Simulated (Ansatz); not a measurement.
Relaxation of a periodic cell of 17 atoms, LiGe$_{16}$ (host Ge, host structure diamond, interstitial Li), to a largest force component of 0.08 eV/Å in at most 25 steps.

The calculation used DFT PBE, scalar-relativistic, plane waves, PAW in Ansatz 0.2.0. Settings: cutoff 420 eV, k mesh 2x2x2, fermi-dirac smearing 0.1 eV, no spin polarisation.

```xyz
17
Lattice="0.0000 5.6600 5.6600 5.6600 0.0000 5.6600 5.6600 5.6600 0.0000" Properties=species:S:1:pos:R:3
Ge 0.000 0.000 0.000
Ge 1.415 1.415 1.415
Ge 2.830 2.830 0.000
Ge 4.245 4.245 1.415
Ge 2.830 0.000 2.830
Ge 4.245 1.415 4.245
Ge 5.660 2.830 2.830
Ge 7.075 4.245 4.245
Ge 0.000 2.830 2.830
Ge 1.415 4.245 4.245
Ge 2.830 5.660 2.830
Ge 4.245 7.075 4.245
Ge 2.830 2.830 5.660
Ge 4.245 4.245 7.075
Ge 5.660 5.660 5.660
Ge 7.075 7.075 7.075
Li 2.746 5.621 5.634
```

Task: Where does it end, and by what steps?

Result: The run converged. Limits of this set-up: a small cell, in which the defect meets its images. After 2 steps the energy has fallen by 0.097 eV; Li17 moved furthest, 0.06 Å.

```tsv
step	energy less start (eV)	largest force component (eV/Å)	accepted
0	0.0000	0.533	yes
1	-0.0909	0.109	yes
2	-0.0966	0.028	yes
```

```xyz
17
Lattice="0.0000 5.6600 5.6600 5.6600 0.0000 5.6600 5.6600 5.6600 0.0000" Properties=species:S:1:pos:R:3
Ge -0.029 -0.002 -0.002
Ge 1.389 1.438 1.438
Ge 2.828 2.853 0.002
Ge 4.254 4.232 1.426
Ge 2.828 0.001 2.854
Ge 4.255 1.426 4.232
Ge 5.663 2.831 2.831
Ge 7.066 4.237 4.237
Ge -0.014 2.824 2.826
Ge 1.383 4.214 4.214
Ge 2.826 5.656 2.803
Ge 4.260 7.092 4.227
Ge 2.827 2.803 5.657
Ge 4.262 4.225 7.093
Ge 5.681 5.659 5.660
Ge 7.063 7.083 7.084
Li 2.803 5.647 5.651
```

Whether the end is a true minimum wasn't checked by a vibrational analysis.

The run took 22 s on 2 threads of Intel(R) Xeon(R) 6975P-C (Granite Rapids), on a shared host, peak memory 1.1 GiB.
